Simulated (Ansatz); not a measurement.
# Zn2SnN3: the cost of one run

Program: Ansatz 0.2.0. Level of theory: DFT PBE, scalar-relativistic, plane waves, PAW. These are calculated values, not measurements.

### Step 1. The starting structure

It takes space group R-3m (No. 166, trigonal). Conventional cell: a = 5.161 Å, b = 5.161 Å, c = 12.292 Å, α = 90.00°, β = 90.00°, γ = 120.00°. Around Zn (site symmetry 3m) lie 1 N at 1.52 Å. Sn (site symmetry -3m) is surrounded by 2 N at 2.37 Å. N (site symmetry 3m) has 1 Zn at 2.26 Å and 1 Sn at 2.37 Å as nearest neighbours. Around N (site symmetry -3m) lie 2 Zn at 1.52 Å.

As a file:

```
CELL_PARAMETERS angstrom
2.58031 1.48974 4.09741
-2.58031 1.48974 4.09741
0.00000 -2.97949 4.09741
ATOMIC_POSITIONS crystal
Zn 0.37657 0.37657 0.37657
Zn 0.62343 0.62343 0.62343
Sn 0.00000 0.00000 0.00000
N 0.80704 0.80704 0.80704
N 0.19296 0.19296 0.19296
N 0.50000 0.50000 0.50000
```

A structure generator made this guess: random cell by space group and Wyckoff sites (R-3m, No. 166). Lengths come from tabulated atomic sizes and are only a guess.

### Step 2. The guess as it stands, on a coarse mesh

Input file input.yaml:

```yaml
crystal:
  lattice:
    - [2.58031065, 1.48974305, 4.09740774]
    - [-2.58031065, 1.48974305, 4.09740774]
    - [0.0, -2.97948609, 4.09740774]
  atoms:
    - { symbol: Zn, position: [0.37656839, 0.37656839, 0.37656839] }
    - { symbol: Zn, position: [0.62343161, 0.62343161, 0.62343161] }
    - { symbol: Sn, position: [0.0, 0.0, 0.0] }
    - { symbol: "N", position: [0.80703747, 0.80703747, 0.80703747] }
    - { symbol: "N", position: [0.19296253, 0.19296253, 0.19296253] }
    - { symbol: "N", position: [0.5, 0.5, 0.5] }
basis:
  ecutwfc: 420
kpoints:
  mp_grid: { grid: [6, 6, 6] }
hamiltonian:
  xc: pbe
scf:
  occupations: { method: gaussian, width: 0.1 }
  lower_state_search: "off"
output:
  forces: true
  stress: true
  eigenvalues: true
```

Started as:

```
ansatz run input.yaml --threads 1 --pin off --max-ram 2560MiB --backend cpu --events-out ev --progress --plain --runs-dir out
```

Q: Estimate wall time and peak memory on 1 thread of Intel Xeon at 2.50GHz (Skylake/Cascade Lake), shared host.

About 13 s, with a peak of 0.43 GiB.
